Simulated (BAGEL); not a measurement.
**GeS (germanium sulfide): B3LYP/6-31G(d) (density fitting with qzvpp-jkfit, spherical functions)**

Aim: the energy change on altering one bond length of GeS (germanium sulfide) at B3LYP/6-31G* (density fitting with qzvpp-jkfit, spherical functions), from 2 runs. 

Program for the calculation: BAGEL 1.2.2.

3 further runs of the same task are left out: 1 that didn't finish, 2 set aside as unsound or not needed. Runs told in other sessions of the task aren't counted.

**1. The structure to begin with**

GeS: 2 atoms, total charge 0, spin state singlet. SMILES: `[S+]#[Ge-]`. The bond length is the measured one.

Bond lengths: S1–Ge2 2.012 Å.

**2. A single-point energy at B3LYP/6-31G(d) (density fitting with qzvpp-jkfit, spherical functions)**

Input file dft.json:

```json
{ "bagel" : [

{
  "title" : "molecule",
  "basis" : "6-31gs.json",
  "df_basis" : "qzvpp-jkfit",
  "angstrom" : "true",
  "geometry" : [
    { "atom" : "S", "xyz" : [    0.000000,    0.000000,    0.000000 ] },
    { "atom" : "Ge", "xyz" : [    0.000000,    0.000000,    2.012086 ] }
  ]
},
{ "title" : "ks", "xc_func" : "b3lyp", "charge" : 0 },
{ "title" : "print", "file" : "orbitals.molden", "orbitals" : "true" }

]}
```

The basis set 6-31G* is read from a file made from the Basis Set Exchange's data (not shown).

Launch:

```sh
$ BAGEL_NUM_THREADS=1 BAGEL dft.json > dft.out
```

Output:

```text
* using 1 threads per process

  ===============================================================
  ===============================================================

  *** Geometry ***

  { "atom" : "S", "xyz" : [      0.000000,      0.000000,      0.000000 ] },
  { "atom" : "Ge", "xyz" : [      0.000000,      0.000000,      3.802291 ] },

  Number of auxiliary basis functions:      394

  Since a DF basis is specified, we compute 2- and 3-index integrals:
    o Being stored without compression. Storage requirement is 0.008 GB

  Number of basis functions:       50
  Number of electrons      :       48

    * METHOD: MOLECULE                             0.25

  *** Kohn-Sham DFT ***

    * Removing 1949 points whose weight is below 1.00e-10
    * Grid points: 27863

  === Nuclear Repulsion ===
   134.6556418876

       - DIIS with orbital gradients will be used.

  === KS iteration (b3lyp / 6-31gs.json) ===
      0      -2412.74406320          0.16421549           0.18
      1      -2193.79826081          0.25129010           0.15
      2      -2271.17161732          0.15121033           0.14
      3      -2392.47844709          0.21839676           0.16
      4      -2467.21721837          0.09768674           0.13
      5      -2471.21601037          0.18459659           0.10
      6      -2468.85212565          0.27134207           0.10
      7      -2471.53678008          0.19618803           0.10
      8      -2470.44882824          0.07951105           0.10
      9      -2473.61485443          0.05907134           0.10
     10      -2474.72835595          0.02451867           0.10
     11      -2474.82252726          0.02262867           0.10
     12      -2474.97886706          0.00527584           0.10
     13      -2474.98811988          0.00090574           0.10
     14      -2474.98833858          0.00011603           0.10
     15      -2474.98834326          0.00002191           0.11
     16      -2474.98834339          0.00000480           0.11
     17      -2474.98834339          0.00000049           0.10
     18      -2474.98834339          0.00000016           0.10
     19      -2474.98834339          0.00000005           0.10
     20      -2474.98834339          0.00000001           0.11
     21      -2474.98834339          0.00000000           0.10
    * SCF iteration converged.

    * Permanent dipole moment:
           (    0.000000,     0.000000,    -0.793209) a.u.

    * METHOD: KS                                   2.62

    * METHOD: PRINT                                0.01

  ===============================================================
```

Run time: 3.3 s. Hardware: 1 thread of Intel Xeon Platinum 8259CL at 2.50GHz (Skylake/Cascade Lake), shared host; peak memory 0.13 GiB.

**3. The distorted shape, same level**

Input file job.json:

```json
{ "bagel": [

{
  "title": "molecule",
  "basis": "6-31gs.json",
  "df_basis": "qzvpp-jkfit",
  "angstrom": true,
  "geometry": [
    { "atom": "S", "xyz": [       0.000000,       0.000000,      -1.006014 ] },
    { "atom": "Ge", "xyz": [       0.000000,       0.000000,       2.012086 ] }
  ]
},

{
  "title": "ks",
  "xc_func": "b3lyp"
},

{
  "title": "print",
  "file": "orbitals.molden",
  "orbitals": true
}

]}
```

The basis set 6-31G* is read from a file made from the Basis Set Exchange's data (not shown).

Launch:

```sh
$ BAGEL_NUM_THREADS=1 BAGEL job.json > job.out
```

Output:

```text
* using 1 threads per process

  ===============================================================
  ===============================================================

  *** Geometry ***

  { "atom" : "S", "xyz" : [      0.000000,      0.000000,     -1.901091 ] },
  { "atom" : "Ge", "xyz" : [      0.000000,      0.000000,      3.802291 ] },

  Number of auxiliary basis functions:      394

  Since a DF basis is specified, we compute 2- and 3-index integrals:
    o Being stored without compression. Storage requirement is 0.008 GB

  Number of basis functions:       50
  Number of electrons      :       48

    * METHOD: MOLECULE                             0.25

  *** Kohn-Sham DFT ***

    * Removing 1398 points whose weight is below 1.00e-10
    * Grid points: 28414

  === Nuclear Repulsion ===
    89.7712905017

       - DIIS with orbital gradients will be used.

  === KS iteration (b3lyp / 6-31gs.json) ===
      0      -2409.68645474          0.14964631           0.15
      1      -2166.14554388          0.18200946           0.12
      2      -2256.83914143          0.13648261           0.11
      3      -2463.81350939          0.13152473           0.11
      4      -2472.43150575          0.04954994           0.11
      5      -2470.90237303          0.05259393           0.13
      6      -2474.36657223          0.03042760           0.11
      7      -2473.99864902          0.02886060           0.11
      8      -2474.48217256          0.02305167           0.11
      9      -2474.25389555          0.02567537           0.11
     10      -2474.29606168          0.02536801           0.11
     11      -2470.45832935          0.05382255           0.11
     12      -2474.17960030          0.02640804           0.10
     13      -2474.21046734          0.02669139           0.11
     14      -2474.28553989          0.02536562           0.11
     15      -2474.24777577          0.02602770           0.11
[... 24 lines of this table left out ...]
     40      -2474.83892776          0.00501334           0.10
     41      -2474.84674765          0.00092742           0.10
     42      -2474.84693982          0.00045483           0.10
     43      -2474.84700080          0.00004355           0.10
     44      -2474.84700128          0.00001734           0.10
     45      -2474.84700136          0.00000335           0.10
     46      -2474.84700137          0.00000008           0.11
     47      -2474.84700137          0.00000001           0.11
    * SCF iteration converged.

    * Permanent dipole moment:
           (   -0.000000,     0.000000,    -2.046999) a.u.

    * METHOD: KS                                   5.30

    * METHOD: PRINT                                0.01

  ===============================================================
```

Run time: 6 s. Hardware: 1 thread of Intel Xeon Platinum 8259CL at 2.50GHz (Skylake/Cascade Lake), shared host; peak memory 0.14 GiB.

**4. Results**

Level: B3LYP/6-31G* (density fitting with qzvpp-jkfit, spherical functions).

| quantity | value |
| --- | --- |
| first shape: total energy | -2474.98834 Eh |
| first shape: dipole moment | 2.02 D |
| first shape: HOMO energy | -7.71 eV |
| first shape: LUMO energy | -2.54 eV |
| first shape: HOMO–LUMO gap | 5.16 eV |
| distorted shape: total energy | -2474.84700 Eh |
| distorted shape: dipole moment | 5.20 D |
| distorted shape: HOMO energy | -6.12 eV |
| distorted shape: LUMO energy | -4.24 eV |
| distorted shape: HOMO–LUMO gap | 1.87 eV |
| energy change with the S1–Ge2 bond stretched from 2.012 to 3.018 Å | 3.846 eV |

**Reading.** With the S1–Ge2 bond stretched from 2.012 to 3.018 Å the energy rises by 3.85 eV (371 kJ/mol). The first shape isn't relaxed at this level, so the change isn't measured from a minimum. A restricted reference can't describe the breaking bond well at this length.
